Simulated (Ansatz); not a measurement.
A nudged elastic band was laid between two geometries of a periodic cell of 31 atoms, TiAl30 (host Al, host structure fcc, dopant Ti, one Al atom removed).

Method: DFT PBE, scalar-relativistic, plane waves, PAW (Ansatz). Settings: PAW set soft_1, cutoff 420 eV, k mesh 3x3x3, gaussian smearing 0.15 eV, no spin polarisation.

```json
{"movable images": "7", "climbing image": "yes", "spring": "5.0 eV/Å²", "optimiser": "lbfgs", "start path": "IDPP", "force threshold": "0.05 eV/Å", "iteration limit": "26", "end points": "relaxed"}
```

Image 0:

```xyz
31
Lattice="8.1000 0.0000 0.0000 0.0000 8.1000 0.0000 0.0000 0.0000 8.1000" Properties=species:S:1:pos:R:3
Ti 4.007 0.041 0.000
Al 6.045 2.019 -0.002
Al 6.050 -0.033 1.994
Al -0.068 -0.042 -0.001
Al 2.003 2.046 0.000
Al 4.092 4.115 0.000
Al 2.024 0.008 2.032
Al 4.042 2.024 2.032
Al 6.094 4.061 2.023
Al 4.052 -0.004 4.050
Al 6.063 2.013 4.049
Al 6.049 -0.034 6.104
Al -0.026 4.073 0.001
Al 2.030 6.102 -0.002
Al -0.010 2.015 2.024
Al 2.034 4.058 2.022
Al 4.083 6.098 1.993
Al -0.022 0.002 4.051
Al 2.024 2.026 4.049
Al 4.047 4.072 4.050
Al 6.076 6.073 4.049
Al 2.025 0.007 6.067
Al 4.040 2.025 6.067
Al 6.096 4.059 6.075
Al -0.014 6.054 2.021
Al 0.019 4.030 4.048
Al 2.036 6.084 4.050
Al -0.009 2.015 6.075
Al 2.033 4.058 6.075
Al 4.086 6.097 6.107
Al -0.015 6.052 6.077
```

Image 8:

Only the atoms that move by more than 0.05 Å are listed.
```
Ti1 6.112 -2.062 0.000
Al2 6.031 1.967 0.000
Al4 -0.011 -0.022 0.000
Al5 2.046 2.004 0.000
Al6 4.072 4.061 0.000
Al13 0.018 4.032 0.000
Al14 2.083 6.119 0.000
```

**Question.** What changes between the two ends?

**Answer.** Contacts lost: Ti1–Al2, Ti1–Al5, Ti1–Al7, Ti1–Al8, Ti1–Al14, Ti1–Al22, Ti1–Al23. Contacts made: Ti1–Al4, Ti1–Al6, Ti1–Al9, Ti1–Al13, Ti1–Al24, Ti1–Al25, Ti1–Al31. The atom that moves furthest is Ti1, by 2.98 Å.

**Question.** Give the energies along the band, and the barrier.

**Answer.** It converged. The highest image is number 4 of 0 to 8, 1.09 eV above the ends, which have the same energy within 2 meV. By the program's own check the climbing image is a first-order saddle point (lowest curvatures found: -1.98 and 0.76 eV/Å²). Limits of this set-up: coarse k mesh.

```json
{"image": "0", "path coordinate (Å)": "0.00", "energy (eV)": "0.00", "Ti1–Al2 (Å)": "2.84", "Ti1–Al5 (Å)": "2.84", "Ti1–Al7 (Å)": "2.84"}
{"image": "1", "path coordinate (Å)": "0.42", "energy (eV)": "0.14", "Ti1–Al2 (Å)": "2.84", "Ti1–Al5 (Å)": "3.06", "Ti1–Al7 (Å)": "2.93"}
{"image": "2", "path coordinate (Å)": "0.85", "energy (eV)": "0.53", "Ti1–Al2 (Å)": "2.87", "Ti1–Al5 (Å)": "3.48", "Ti1–Al7 (Å)": "3.13"}
{"image": "3", "path coordinate (Å)": "1.27", "energy (eV)": "0.93", "Ti1–Al2 (Å)": "2.95", "Ti1–Al5 (Å)": "3.91", "Ti1–Al7 (Å)": "3.41"}
{"image": "4", "path coordinate (Å)": "1.69", "energy (eV)": "1.09", "Ti1–Al2 (Å)": "3.09", "Ti1–Al5 (Å)": "4.33", "Ti1–Al7 (Å)": "3.72"}
{"image": "5", "path coordinate (Å)": "2.11", "energy (eV)": "0.93", "Ti1–Al2 (Å)": "3.25", "Ti1–Al5 (Å)": "4.71", "Ti1–Al7 (Å)": "4.07"}
{"image": "6", "path coordinate (Å)": "2.53", "energy (eV)": "0.53", "Ti1–Al2 (Å)": "3.48", "Ti1–Al5 (Å)": "5.10", "Ti1–Al7 (Å)": "4.42"}
{"image": "7", "path coordinate (Å)": "2.95", "energy (eV)": "0.14", "Ti1–Al2 (Å)": "3.74", "Ti1–Al5 (Å)": "5.47", "Ti1–Al7 (Å)": "4.75"}
{"image": "8", "path coordinate (Å)": "3.38", "energy (eV)": "0.00", "Ti1–Al2 (Å)": "4.03", "Ti1–Al5 (Å)": "5.70", "Ti1–Al7 (Å)": "4.96"}
```

**Question.** What is the geometry of the highest image?

**Answer.** 
```xyz
31
Lattice="8.1000 0.0000 0.0000 0.0000 8.1000 0.0000 0.0000 0.0000 8.1000" Properties=species:S:1:pos:R:3
Ti 5.066 -1.005 0.000
Al 6.041 1.925 0.000
Al 6.116 0.045 2.216
Al -0.104 -0.031 0.000
Al 2.000 2.046 0.000
Al 4.082 4.156 0.000
Al 2.063 0.007 1.952
Al 4.040 1.982 1.948
Al 6.078 4.091 1.952
Al 3.993 0.056 4.050
Al 6.065 2.095 4.050
Al 6.116 0.045 5.883
Al 0.018 4.028 0.000
Al 2.127 6.111 0.000
Al 0.013 2.042 2.041
Al 2.008 4.037 2.036
Al 4.006 6.035 2.212
Al 0.066 -0.007 4.050
Al 2.025 2.026 4.050
Al 4.053 3.985 4.050
Al 6.127 6.021 4.050
Al 2.063 0.007 6.147
Al 4.040 1.983 6.151
Al 6.079 4.091 6.147
Al -0.046 6.069 1.948
Al -0.002 4.053 4.050
Al 1.956 6.082 4.050
Al 0.013 2.042 6.058
Al 2.008 4.037 6.063
Al 4.006 6.034 5.887
Al -0.046 6.069 6.151
```

Run time: 26 min on 4 threads of Arm Neoverse V1, with other jobs on the host, peak memory 4.6 GiB.
